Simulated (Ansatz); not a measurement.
# B2H7NSSi: small, medium and large basis sets

How large a basis does B2H7NSSi need? Two functionals are run in growing sets.

Method: one geometry, several basis sets; program: Ansatz 0.2.0, Gaussian basis.

Plan: PBE0-D4/def2-SVP; ωB97M-V/def2-SVP; PBE0-D4/def2-QZVPP; ωB97M-V/def2-QZVPP; the functionals' def2-TZVPP values are taken from earlier runs.

### Step 1. Structure used throughout

The geometry comes from an earlier relaxation with PBE0-D4 in a triple-zeta def2 set; it is a stationary point, not always the lowest conformer.

12 atoms, charge 0, spin multiplicity 1.

Atoms are counted from 1 here; the program's logs count them from 0.

Bond lengths: B1–B2 1.632 Å, B1–Si3 2.011 Å, B1–H6 1.193 Å, B1–H7 1.232 Å, B2–N4 1.552 Å, B2–H8 1.197 Å, Si3–N4 1.921 Å, Si3–S5 2.131 Å, Si3–H9 1.489 Å, N4–H10 1.012 Å, N4–H11 1.014 Å, S5–H12 1.343 Å. Angles: B2–B1–Si3 73.8°, B2–B1–H6 129.3°, B2–B1–H7 110.9°, Si3–B1–H6 127.8°, Si3–B1–H7 83.0°, H6–B1–H7 116.5°, B1–B2–N4 106.7°, B1–B2–H8 134.8°, N4–B2–H8 113.7°, B1–Si3–N4 81.0°, B1–Si3–S5 121.3°, B1–Si3–H9 134.3°, N4–Si3–S5 110.4°, N4–Si3–H9 99.5°, S5–Si3–H9 101.5°, B2–N4–Si3 78.2°, B2–N4–H10 120.3°, B2–N4–H11 115.1° and more.

Coordinates:

```
B    -1.2694    0.5167   -0.5536
B    -1.0796   -0.9915    0.0416
Si    0.7054    0.1391   -0.6037
N     0.2243   -0.9778    0.8839
S     2.1293    1.6050   -0.0013
H    -1.9644    0.8947   -1.4472
H    -0.9338    1.3621    0.2771
H    -1.4144   -2.0854   -0.3106
H     1.5633   -0.8140   -1.3604
H     0.7130   -1.8416    1.0831
H     0.1962   -0.3923    1.7118
H     1.2071    2.5297    0.3132
```

### Step 2. PBE0-D4 in def2-SVP

The input, in.yaml:

```yaml
crystal:
  periodic: [false, false, false]
  atoms:
    - {symbol: B, position_ang: [-1.269417, 0.516666, -0.553621]}
    - {symbol: B, position_ang: [-1.079626, -0.991472, 0.041558]}
    - {symbol: Si, position_ang: [0.705386, 0.139101, -0.603677]}
    - {symbol: N, position_ang: [0.224346, -0.977764, 0.883868]}
    - {symbol: S, position_ang: [2.129281, 1.605034, -0.001319]}
    - {symbol: H, position_ang: [-1.964447, 0.894663, -1.447189]}
    - {symbol: H, position_ang: [-0.933770, 1.362128, 0.277064]}
    - {symbol: H, position_ang: [-1.414411, -2.085448, -0.310612]}
    - {symbol: H, position_ang: [1.563307, -0.813963, -1.360397]}
    - {symbol: H, position_ang: [0.713019, -1.841562, 1.083076]}
    - {symbol: H, position_ang: [0.196193, -0.392326, 1.711841]}
    - {symbol: H, position_ang: [1.207139, 2.529742, 0.313208]}
basis:
  gaussian: {orbitals: def2-SVP}
hamiltonian: {xc: pbe0, dispersion: d4}
output: {orbitals: {seedname: orbitals}}
```

After this run come: ωB97M-V in def2-SVP; PBE0-D4 in def2-QZVPP; ωB97M-V in def2-QZVPP.

Before running them: what should the planned runs give, taken together? Wanted: PBE0-D4: double and triple zeta above quadruple; ωB97M-V: double and triple zeta above quadruple.

The runs gave:

| quantity | value |
| --- | --- |
| PBE0-D4: double and triple zeta above quadruple | 10.63, 0.77 eV |
| ωB97M-V: double and triple zeta above quadruple | 10.75, 0.72 eV |

What this shows: For PBE0-D4 the step from double to triple zeta gains 9.86 eV and the next only 0.77 eV. Total energies overstate the basis error of differences, where much of it tends to cancel.
